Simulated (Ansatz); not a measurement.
# Li2Rh: a trial structure relaxed

Where does Li2Rh go from the start given, MoSi2 (C11b) type (I4/mmm, No. 139)?

Computed with Ansatz 0.2.0 (DFT r2SCAN, scalar-relativistic, plane waves, PAW, unless a step's input says otherwise).

**1. Starting point**

The structure is tetragonal, space group I4/mmm (No. 139). Conventional cell: a = 3.078 Å, b = 3.078 Å, c = 7.550 Å, α = 90.00°, β = 90.00°, γ = 90.00°. Around Li (site symmetry 4mm) lie 5 Li at 2.49 to 2.53 Å and 5 Rh at 2.51 to 2.53 Å. Around Rh (site symmetry 4/mmm) lie 10 Li at 2.51 to 2.53 Å.

Coordinates:

```xyz
3
Lattice="-1.5388 1.5388 3.7749 1.5388 -1.5388 3.7749 1.5388 1.5388 -3.7749" Properties=species:S:1:pos:R:3 pbc="T T T"
Li    0.0000    0.0000    5.0206
Li    0.0000    0.0000    2.5292
Rh    0.0000    0.0000    0.0000
```

(A quick probe on a coarse mesh, which set the mesh and smearing, is not shown.)

**3. Rough relaxation on the coarse mesh**

input.yaml

```yaml
crystal:
  lattice:
    - [-1.538799265, 1.538799265, 3.774866947]
    - [1.538799265, -1.538799265, 3.774866947]
    - [1.538799265, 1.538799265, -3.774866947]
  atoms:
    - { symbol: Li, position: [0.665, 0.665, 0.0] }
    - { symbol: Li, position: [0.335, 0.335, 0.0] }
    - { symbol: Rh, position: [0.0, 0.0, 0.0] }
basis:
  ecutwfc: 500
kpoints:
  mp_grid: { grid: [8, 8, 8] }
hamiltonian:
  xc: r2scan
scf:
  occupations: { method: gaussian, width: 0.1 }
  lower_state_search: "off"
output:
  forces: true
  stress: true
  eigenvalues: true
relax:
  adjacent_minimum: "off"
  f_tol: 0.04
  max_steps: 70
  cell: { stress_tol: 0.4 }
```

Run with:

```sh
$ ansatz run input.yaml --threads 1 --pin off --max-ram 2560MiB --backend cpu --events-out ev --progress --plain --runs-dir out
```

Further runs follow: the relaxation.

What does the calculation give?

**Answer**, as computed:

Formation energies count from the elements, computed with the same settings in runs not shown here.

| quantity | value |
| --- | --- |
| cell (conventional) | a = 2.643 Å, b = 2.643 Å, c = 12.736 Å, α = 90.00°, β = 90.00°, γ = 90.00° |
| space group | I4/mmm (No. 139) |
| volume | 14.82 Å³/atom |
| gap on the mesh | none (metal) |
| formation energy from the elements | -0.053 eV/atom |

In words: The space group stayed I4/mmm, and from the first guess the volume went from 11.92 to 14.82 Å³/atom. With -0.05 eV/atom it lies under the elements, which doesn't yet make it stable against other compounds of them.
